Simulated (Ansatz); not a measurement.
# GaNHCl+ (quartet): wave-function methods side by side, cc-pVDZ

One table from this session's results is given with a row withheld; the runs are named, their logs left out.

Program: Ansatz 0.2.0, Gaussian basis. Level of theory: cc-pVDZ, core rule «outside noble gas», up to 20 orbitals frozen. These are calculated values, not measurements.

The runs, in order: UHF; CCSD(T) on ROHF; CCSD(T) on UHF; BCCD(T) on ROHF; CISD as a restricted active space (open shells left free, so some higher excitations enter); CCSDT(Q) on ROHF; CCSDT(Q) on UHF.

24 further runs of the same task are left out: 6 for a known fault of the program, 4 that didn't finish, 14 set aside as unsound or not needed. Runs told in other sessions of the task aren't counted.

### The system

The geometry is a PBE0/def2-TZVP stationary point (not a proven minimum) of the parent state, kept for this charge and spin. No spin-orbit coupling is included. The filled d shell of Ga may be among the frozen orbitals whatever the setting's name suggests.

4 atoms, charge 1, spin multiplicity 4.

Atoms are counted from 1 here; the program's logs count them from 0.

Bond lengths: Cl1–Ga3 2.172 Å, N2–Ga3 1.943 Å, N2–H4 1.029 Å. Angles: Ga3–N2–H4 109.6°, Cl1–Ga3–N2 113.6°.

Set-up of the first run:

Contents of in.yaml:

```yaml
crystal:
  periodic: [false, false, false]
  atoms:
    - {symbol: Cl, position_ang: [0.000000, 0.334515, 1.618034]}
    - {symbol: N, position_ang: [0.000000, 1.033293, -1.756376]}
    - {symbol: Ga, position_ang: [0.000000, -0.386699, -0.430861]}
    - {symbol: H, position_ang: [0.000000, 0.624237, -2.700788]}
basis:
  gaussian: {orbitals: cc-pVDZ}
total_charge: 1
magnetization: {spin_polarized: true, initial_magnetization: 3}
hamiltonian: {xc: hf}
output: {orbitals: {seedname: orbitals}}
```

Run with:

```
$ ansatz run in.yaml --threads 1 --pin off --events-out ev --progress --plain --max-ram 2393MiB
```

Steps of the session up to this table: UHF; CCSD(T) on ROHF; CCSD(T) on UHF; BCCD(T) on ROHF; CISD as a restricted active space (open shells left free, so some higher excitations enter); CCSDT(Q) on ROHF; CCSDT(Q) on UHF.

One table of the session follows, with a row left open; its other results are not shown here.

| method | from UCCSDT(Q) (kcal/mol) |
| --- | --- |
| ROHF | +199.19 |
| UHF | +193.91 |
| RMP2 | +28.44 |
| UMP2 | ? |
| RCCSD | +6.16 |
| UCCSD | +5.82 |
| RCCSD(T) | +1.46 |
| UCCSD(T) | +1.24 |
| BCCD(T) | +1.46 |
| RCCSDT | +0.67 |
| UCCSDT | +0.45 |
| RCCSDT(Q) | +0.29 |
| UCCSDT(Q) | 0 |

**Question.** Estimate the row for UMP2.

**Answer.** from UCCSDT(Q) (kcal/mol): +27.73. In the column «from UCCSDT(Q) (kcal/mol)» it lies between RCCSD (+6.16) and RMP2 (+28.44).

Not comparable, so not listed: CISD as a restricted active space (open shells left free, so some higher excitations enter) (they don't share determinant, frozen orbitals or solution with the rows shown, or repeat one).

Limits of these values: Restricted and unrestricted rows rest on different reference determinants; a gap between their highest levels can come from leftover correlation error, from unlike frozen cores or from another state.
